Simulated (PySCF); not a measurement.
**RhH4: relaxation and vibrations of the doublet**

Aim: relax RhH4 as a doublet from a PBE0 minimum start, check by its vibrations whether the end is a minimum, and collect its spectrum and constants.

Computed with PySCF 2.14.0. Level: PBE0, basis Rh def2-TZVP with ECP28, H def2-TZVP, scalar-relativistic core potentials, no spin–orbit coupling, density fitting.

### Step 1. Starting geometry

5 atoms, charge 0, spin multiplicity 2.

Bond lengths: Rh1–H2 1.708 Å, Rh1–H3 1.708 Å, Rh1–H4 1.708 Å, Rh1–H5 1.708 Å. Angles: H2–Rh1–H3 28.9°, H2–Rh1–H4 159.7°, H2–Rh1–H5 159.7°, H3–Rh1–H4 159.7°, H3–Rh1–H5 159.7°, H4–Rh1–H5 28.9°.

Z-matrix (Å, degrees; charge 0 multiplicity 2):
```
Rh
H  1 1.7084
H  1 1.7084 2 28.92
H  1 1.7084 2 159.66 3 -134.08
H  1 1.7084 2 159.66 3 134.08
```

### Step 2. First SCF at the start

One driver script runs all steps and calls PySCF; scf.py shows how it sets up the SCF of each step. The optimiser is the driver's own. After this first run the driver tries any further starts and a stability analysis.

Input file scf.py:

```python
from pyscf import gto, scf, dft
mol = gto.M(atom='''
Rh    -0.000000     0.000000     0.000000
H      1.381684     0.958548     0.301182
H      0.953682     1.385047    -0.301182
H     -1.381023    -0.959207     0.302109
H     -0.954343    -1.384389    -0.302109''',
    basis={'Rh': 'def2-TZVP', 'H': 'def2-TZVP'},
    ecp={'Rh': 'def2-TZVP'},
    charge=0, spin=1)
mf = dft.UKS(mol, xc='PBE0')
mf.grids.atom_grid = (50, 194)
aux = {'Rh': 'def2-universal-JKFIT', 'H': 'def2-universal-JKFIT'}
mf = mf.density_fit(auxbasis=aux)
mf.conv_tol = 1e-08
mf.diis_space = 10
mf.max_cycle = 60
mf.init_guess = 'minao'
mf.verbose = 4
mf.kernel()
```

The run is started by

```
OMP_NUM_THREADS=2 python axn.py task.json out
```

After this run come: Relaxing the doublet from the PBE0 minimum start; Is it a minimum? Harmonic modes.

Before running it: what results should come out? Wanted: minimum; geometry; wavenumbers; dipole moment; highest occupied, lowest empty level; polar-tensor charge of Rh1; zero-point energy; atomisation energy; ⟨S²⟩.

**Answer**, as computed:

| quantity | value |
| --- | --- |
| minimum | doublet, D2d |
| geometry | H–H 0.854 Å (×2), Rh–H 1.708 Å (×4); H–H–Rh 75.5° (×4), H–Rh–H 28.9° (×2), H–Rh–H 159.6° (×4) |
| wavenumbers (cm⁻¹) | 421 (e), 670 (b1), 872 (b2), 1281 (a1), 1613 (e), 2965 (a1), 2977 (b2) |
| dipole moment | 0.00 D |
| highest occupied, lowest empty level (either spin) | -5.55, -2.31 eV |
| polar-tensor charge of Rh1 | -0.31 e |
| zero-point energy | 76.8 kJ/mol |
| entropy at 298.15 K | 238.5 J/(mol K) |
| atomisation energy (no zero-point energy) | 1050 kJ/mol |
| ⟨S²⟩ | 0.754 |

The PBE0 minimum start keeps its D2d symmetry and ends in a minimum. The strongest infrared band lies at 872 cm⁻¹ (b2). Most of the spin sits on Rh1 (Mulliken spin 1.04, against 1 for the whole molecule). The first SCF alone would have been 20 kJ/mol too high. Other starts or spin states, not run here, may lie lower. Open d and f shells are described by one determinant, and the ground state may have another occupation or spin.
